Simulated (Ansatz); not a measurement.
**O (sc type): a single-point run**

Aim: a sound single-point run of O (sc type).

Method: DFT, PBEsol, PAW with Ansatz's default frozen-core files, scalar-relativistic, in Ansatz 0.2.0.

## (1) Starting point

Symmetry: Pm-3m, No. 221, cubic system. Conventional cell: a = 1.929 Å, b = 1.929 Å, c = 1.929 Å, α = 90.00°, β = 90.00°, γ = 90.00°. O (site symmetry m-3m) is surrounded by 6 O at 1.93 Å.

As a file:

```
CELL_PARAMETERS angstrom
1.92860 0.00000 0.00000
0.00000 1.92860 0.00000
0.00000 0.00000 1.92860
ATOMIC_POSITIONS crystal
O 0.00000 0.00000 0.00000
```

## (2) Running it

File input.yaml:

```yaml
crystal:
  lattice:
    - [1.928603152, 0.0, 0.0]
    - [0.0, 1.928603152, 0.0]
    - [0.0, 0.0, 1.928603152]
  atoms:
    - { symbol: O, position: [0.0, 0.0, 0.0] }
kpoints:
  mp_grid: { grid: [16, 16, 16] }
scf:
  max_iter: 100
hamiltonian:
  xc: pbesol
  pseudopotentials: { kind: paw }
output:
  forces: true
  stress: true
  eigenvalues: true
  populations: true
```

Started as:

```console
$ ansatz run input.yaml --threads 1 --pin off --max-ram 2048MiB --backend cpu --events-out ev --progress --plain --runs-dir out
```

**Question.** How will this run end, and is anything wrong with its input?

The run ended at the input check. The line that matters: «`scf.occupations.method` is required: fixed only where the cell keeps a band gap throughout the run, explicit beside scf.occupations.values (under evaluate: without them) ...»

Look at the input: scf.occupations.method is missing; scf.occupations.width is missing. A block that this kind of run needs isn't there.

What to do: set scf.occupations.method to fermi_dirac and scf.occupations.width to 0.05.
